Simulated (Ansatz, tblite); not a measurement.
**[MoO3F]-: one state, many levels**

An exercise on one series of results from a longer session: the logs are not shown, and one member is left open.

Program: Ansatz 0.2.0, Gaussian basis. Level of theory: as each input shows. These are calculated values, not measurements.

Levels to be run: GFN1-xTB, GFN2-xTB, PBE-D4/def2-TZVPD, r2SCAN-D4/def2-TZVPD, BHLYP-D4/def2-TZVPD, B97M-V/def2-TZVPD, HF/def2-TZVPD, B3LYP-D4/def2-TZVPD, PBE-QIDH/def2-TZVPD, ωB97M-V/def2-TZVPD, revPBE-D4/def2-TZVPD, PBE-D4/def2-SVPD, PBE0-D4/def2-SVPD, CCSD(T)/def2-TZVPD, RPA/def2-TZVPD.

## The structure

The singlet was relaxed beforehand with r2SCAN-D4/def2-SVPD.

5 atoms, charge -1, spin multiplicity 1.

Bond lengths: Mo1–O2 1.731 Å, Mo1–O3 1.731 Å, Mo1–O4 1.731 Å, Mo1–F5 1.913 Å. Angles: O2–Mo1–O3 109.7°, O2–Mo1–O4 109.7°, O2–Mo1–F5 109.2°, O3–Mo1–O4 109.7°, O3–Mo1–F5 109.2°, O4–Mo1–F5 109.2°.

Formally the metal is d0. Mo takes a core potential in the def2 sets. No spin-orbit coupling is included. The ion is computed in the gas phase, without counter-ions or solvent.

PBE0-D4/def2-TZVPD was run before; its log isn't repeated, and its numbers join the tables.

Set-up of the first run:

Tight binding, by tblite at 300 K electronic temperature and without a spin-polarisation term:

```python
tblite.interface.Calculator('GFN1-xTB', numbers, positions, charge=-1, uhf=0).singlepoint()
```

Tight binding, by tblite at 300 K electronic temperature and without a spin-polarisation term:

```python
tblite.interface.Calculator('GFN2-xTB', numbers, positions, charge=-1, uhf=0).singlepoint()
```

start.molden holds the orbitals of an earlier run on this state, given as this run's starting guess.

The input, in.yaml:

```yaml
crystal:
  periodic: [false, false, false]
  atoms:
    - {symbol: Mo, position_ang: [0.019266, 0.033251, 0.013866]}
    - {symbol: O, position_ang: [0.026261, 0.008273, 1.744258]}
    - {symbol: O, position_ang: [1.645867, 0.036517, -0.576976]}
    - {symbol: O, position_ang: [-0.808598, 1.445817, -0.546690]}
    - {symbol: F, position_ang: [-0.882797, -1.523858, -0.634449]}
basis:
  gaussian: {orbitals: def2-TZVPD, initial_orbitals: start.molden}
total_charge: -1
hamiltonian: {xc: pbe, dispersion: d4}
scf: {omitted_lower_state_checks: [starts]}
output: {orbitals: {seedname: orbitals}}
```

Command:

```console
ansatz run in.yaml --threads 4 --pin off --events-out ev --progress --plain --max-ram 3916MiB
```

Steps of the session up to this table: PBE-D4/def2-TZVPD; r2SCAN-D4/def2-TZVPD; BHLYP-D4/def2-TZVPD; B97M-V/def2-TZVPD; HF/def2-TZVPD; B3LYP-D4/def2-TZVPD; PBE-QIDH/def2-TZVPD; ωB97M-V/def2-TZVPD; revPBE-D4/def2-TZVPD; PBE-D4/def2-SVPD; PBE0-D4/def2-SVPD; CCSD(T)/def2-TZVPD; RPA/def2-TZVPD.

One of the session's tables, all rows but one given; the rest of the session is left out.

| level | HOMO (eV) | LUMO (eV) | gap (eV) |
| --- | --- | --- | --- |
| HF/def2-TZVPD | -7.45 | 4.95 | 12.41 |
| PBE-D4/def2-SVPD | -1.93 | 2.63 | 4.55 |
| PBE-D4/def2-TZVPD | -1.82 | 2.75 | 4.57 |
| revPBE-D4/def2-TZVPD | -1.73 | 2.84 | 4.57 |
| r2SCAN-D4/def2-TZVPD | -2.15 | 2.83 | 4.97 |
| B97M-V/def2-TZVPD | -2.23 | 2.84 | 5.07 |
| B3LYP-D4/def2-TZVPD | -3.17 | 3.22 | 6.39 |
| PBE0-D4/def2-SVPD | -3.52 | 3.35 | 6.88 |
| PBE0-D4/def2-TZVPD | ? | ? | ? |
| BHLYP-D4/def2-TZVPD | -4.96 | 4.02 | 8.98 |
| ωB97M-V/def2-TZVPD | -5.77 | 4.23 | 10.00 |

Estimate the missing values for PBE0-D4/def2-TZVPD.

The run gave: HOMO (eV): -3.40; LUMO (eV): 3.50; gap (eV): 6.90. In the column «HOMO (eV)» it lies between PBE0-D4/def2-SVPD (-3.52) and B3LYP-D4/def2-TZVPD (-3.17).
